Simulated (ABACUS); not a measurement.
## BiTe under changes of volume

One of the cells (33.855 Å³/atom); the others are scaled copies at fixed shape and fractional positions:

```
Bi Te
1.0
     0.00000    3.23500    3.23500
     3.23500    0.00000    3.23500
     3.23500    3.23500    0.00000
Bi Te
1 1
Direct
  0.00000 0.00000 0.00000
  0.50000 0.50000 0.50000
```

| Property | Result |
| --- | --- |
| Program | ABACUS 3.10.1 |
| Functional | PBE |
| Potentials or basis | PseudoDojo NC SR 0.4.1 PBE standard |
| Cutoff | 1361 eV |
| Density cutoff | 5442 eV |
| Basis | DZP LCAO (the cutoffs set its grid) |
| k mesh | 7 × 7 × 7 |
| Occupations | fermi-dirac, width 0.05 eV |
| Spin | no spin polarisation |

```tsv
volume (Å³/atom)	energy over the lowest point (meV/atom)	pressure (GPa)
31.824	?	?
32.501	33.92	4.3
33.178	18.48	3.1
33.855	8.16	1.9
34.532	2.08	0.9
35.209	0.00	0.0
35.886	1.63	-0.8
```

Q: What does the run at 31.824 Å³/atom give?

A: Energy over the lowest point 54.96 meV/atom; pressure 5.7 GPa.

Worked out: A Birch-Murnaghan fit of order 3 (a polynomial in V^(-2/3)) to the other rows has its minimum at 35.24 Å³/atom with B0 = V·E''(V) = 44 GPa and B' = 4.3. It gives 54.71 meV/atom at 31.824 Å³/atom, against the run's 54.96, and -dE/dV = 5.6 GPa, against 5.7.

Energies are extrapolated to zero smearing.

Caveats: the atomic orbitals were generated for these runs and aren't a published set; the basis of atomic orbitals isn't converged, which shifts pressures, moduli and gaps.
